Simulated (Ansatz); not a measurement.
# C2H8GeOS: a ladder of functionals and wavefunction methods

Aim: compute C2H8GeOS with functionals from several rungs and with coupled cluster. The yardstick is the atomisation energy at the CCSD(T) limit.

Computed with Ansatz 0.2.0, Gaussian basis. Level: functionals in def2-TZVPP, the program's frozen cores in correlated methods.

Plan: PBE-D4, r2SCAN-D4, PBE0-D4, B3LYP-D4, ωB97X-V, ωB97M-V, B2PLYP; CCSD(T)/def2-TZVPP; MP2/def2-QZVPP; extrapolation to the limit.

### Step 1. Structure used throughout

An earlier PBE0-D4 in a triple-zeta def2 set relaxation fixed the geometry.

13 atoms, charge 0, spin multiplicity 1.

Atoms are counted from 1 here; the program's logs count them from 0.

Bond lengths: C1–O2 1.407 Å, C1–H6 1.092 Å, C1–H7 1.098 Å, C1–H8 1.097 Å, O2–Ge3 1.779 Å, Ge3–C4 1.942 Å, Ge3–S5 2.227 Å, Ge3–H9 1.534 Å, C4–H10 1.091 Å, C4–H11 1.091 Å, C4–H12 1.091 Å, S5–H13 1.343 Å. Angles: O2–C1–H6 108.0°, O2–C1–H7 112.1°, O2–C1–H8 112.0°, H6–C1–H7 108.0°, H6–C1–H8 108.3°, H7–C1–H8 108.3°, C1–O2–Ge3 119.4°, O2–Ge3–C4 111.2°, O2–Ge3–S5 109.9°, O2–Ge3–H9 103.0°, C4–Ge3–S5 106.2°, C4–Ge3–H9 115.4°, S5–Ge3–H9 111.2°, Ge3–C4–H10 110.3°, Ge3–C4–H11 109.7°, Ge3–C4–H12 109.9°, H10–C4–H11 109.1°, H10–C4–H12 108.7° and more.

### Step 2. PBE-D4 (GGA)

File in.yaml:

```yaml
crystal:
  periodic: [false, false, false]
  atoms:
    - {symbol: C, position_ang: [0.460136, -1.830981, -0.459692]}
    - {symbol: O, position_ang: [1.228617, -0.727474, -0.044612]}
    - {symbol: Ge, position_ang: [0.406856, 0.756241, 0.491307]}
    - {symbol: C, position_ang: [-0.738906, 1.467653, -0.905914]}
    - {symbol: S, position_ang: [-0.927836, 0.301955, 2.215667]}
    - {symbol: H, position_ang: [1.140297, -2.666680, -0.639843]}
    - {symbol: H, position_ang: [-0.082647, -1.627968, -1.392221]}
    - {symbol: H, position_ang: [-0.266577, -2.136385, 0.303207]}
    - {symbol: H, position_ang: [1.570044, 1.661908, 0.914157]}
    - {symbol: H, position_ang: [-1.559635, 0.778929, -1.109379]}
    - {symbol: H, position_ang: [-0.159413, 1.610632, -1.818861]}
    - {symbol: H, position_ang: [-1.155056, 2.426208, -0.593704]}
    - {symbol: H, position_ang: [0.084119, -0.014028, 3.039889]}
basis:
  gaussian: {orbitals: def2-TZVPP}
hamiltonian: {xc: pbe, dispersion: d4}
output: {forces: true, orbitals: {seedname: orbitals}}
```

Run with:

```console
ansatz run in.yaml --threads 2 --pin off --events-out ev --progress --plain --max-ram 22528MiB --backend cuda --devices 0, --max-vram 18GiB
```

Further steps of the session: r2SCAN-D4 (meta-GGA); PBE0-D4 (hybrid); B3LYP-D4 (hybrid); ωB97X-V (range-separated); ωB97M-V (range-separated); B2PLYP (double hybrid); CCSD(T) in def2-TZVPP; MP2 in def2-QZVPP.

Before running them: what should the planned runs give, taken together? Wanted: atomisation energy, CCSD(T)/CBS; farthest; mean size of error, hybrid; mean size of error, range-separated; gap, smallest and largest; T1 diagnostic; triples share of the correlation energy.

The runs gave:

| quantity | value |
| --- | --- |
| atomisation energy, CCSD(T)/CBS | 47.317 eV |
| functionals within 0.473 eV (1.0 %) | PBE-D4, r2SCAN-D4, PBE0-D4, B3LYP-D4, ωB97X-V, ωB97M-V |
| farthest | B2PLYP (-0.732 eV) |
| mean size of error, hybrid | 0.256 eV |
| mean size of error, range-separated | 0.079 eV |
| gap, smallest and largest | 5.62 eV (PBE-D4), 12.31 eV (ωB97X-V) |
| T1 diagnostic | 0.0112 |
| triples share of the correlation energy | 3.8 % |

PBE-D4 misses by +0.463 eV. Double hybrids carry the basis error of their MP2 part in triple zeta, and no dispersion term here, so their miss is partly the set-up's. The reference freezes the cores and leaves out relativity and excitations past (T), and its outer-core shells are covered unevenly, so misses under about 0.473 eV can't be ranked. Hartree-Fock recovers 72 % of the binding; the rest is correlation. Orbital gaps span 5.6 to 12.3 eV; exact exchange widens them. Correlated methods include outer-core shells of Ge, which these sets cover unevenly.
